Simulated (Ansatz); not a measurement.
Write a Python script for the Python package of Ansatz (0.2.0) that makes an active-space calculation of GeH₄P (charge -1), SMILES [PH2][GeH2-]. Level of theory (for the species named): Hartree-Fock, def2-SVP basis, multiplicity 1.

```xyz
6

P    -1.2046   -0.2682    0.6080
Ge    1.0387    0.1138    0.4013
H    -1.5605    1.1171    0.3535
H    -1.3588   -0.6764   -0.7776
H     1.7837   -1.2408    0.2889
H     1.3014    0.9545   -0.8741
```

`cas_geh4p.py`
```python
"""Static correlation in GeH4P(-): natural occupations of an active space."""

import ansatz as az

config = {
    "basis": "def2-SVP",
    "charge": -1,
}

GEOMETRY = """
P    -1.20460   -0.26820    0.60800
Ge    1.03870    0.11380    0.40130
H    -1.56050    1.11710    0.35350
H    -1.35880   -0.67640   -0.77760
H     1.78370   -1.24080    0.28890
H     1.30140    0.95450   -0.87410
"""

geometry = az.Crystal.molecule()
for line in GEOMETRY.strip().splitlines():
    symbol, *xyz = line.split()
    geometry = geometry.atom(symbol, [float(v) for v in xyz])

job = geometry.calculation()
job = job.basis(gaussian=config["basis"])
job = job.charge(config["charge"])
job = job.correlation(active_electrons=2, active_orbitals=2)
for method in [None, "sc_nevpt2", "fic_mrcisd_q"]:
    report = (job if method is None else job.correlation(method)).run(threads=1).report
    space = report["configurations"]
    state = space["states"][0]
    print(method or "casscf", f"total {report['free_energy_ev'] / 27.211386246:.6f} Ha, active-space state {state['energy']['hartree']:.6f} Ha, mean field {report['reference_energy_ev'] / 27.211386246:.6f} Ha")
    print("  determinants", state["n_determinants"], " natural occupations", [round(n, 3) for n in space["natural_occupations"]])
print("effectively unpaired electrons, sum of min(n, 2 - n):", round(sum(min(n, 2 - n) for n in space["natural_occupations"]), 3))
```

Output of `python cas_geh4p.py`:
```text
casscf total -2418.040215 Ha, active-space state -2418.040215 Ha, mean field -2418.025183 Ha
  determinants 4  natural occupations [1.976, 0.024]
sc_nevpt2 total -2418.389763 Ha, active-space state -2418.040208 Ha, mean field -2418.025183 Ha
  determinants 4  natural occupations [1.976, 0.024]
fic_mrcisd_q total -2418.422689 Ha, active-space state -2418.040208 Ha, mean field -2418.025183 Ha
  determinants 4  natural occupations [1.976, 0.024]
effectively unpaired electrons, sum of min(n, 2 - n): 0.048
```

What to keep in mind:
- Total energies depend on the basis set; only differences at equal settings carry meaning.
- The geometry is a force-field or estimated start, not a minimum of this method, and the basis set is short of its limit. The active space starts as a window about the frontier orbitals and is then optimised, not chosen by chemistry.
- Anions want diffuse functions, which this basis lacks.
- Run time: 15 s on 1 thread of Arm Neoverse V1, with other jobs on the host, peak memory 0.22 GiB.
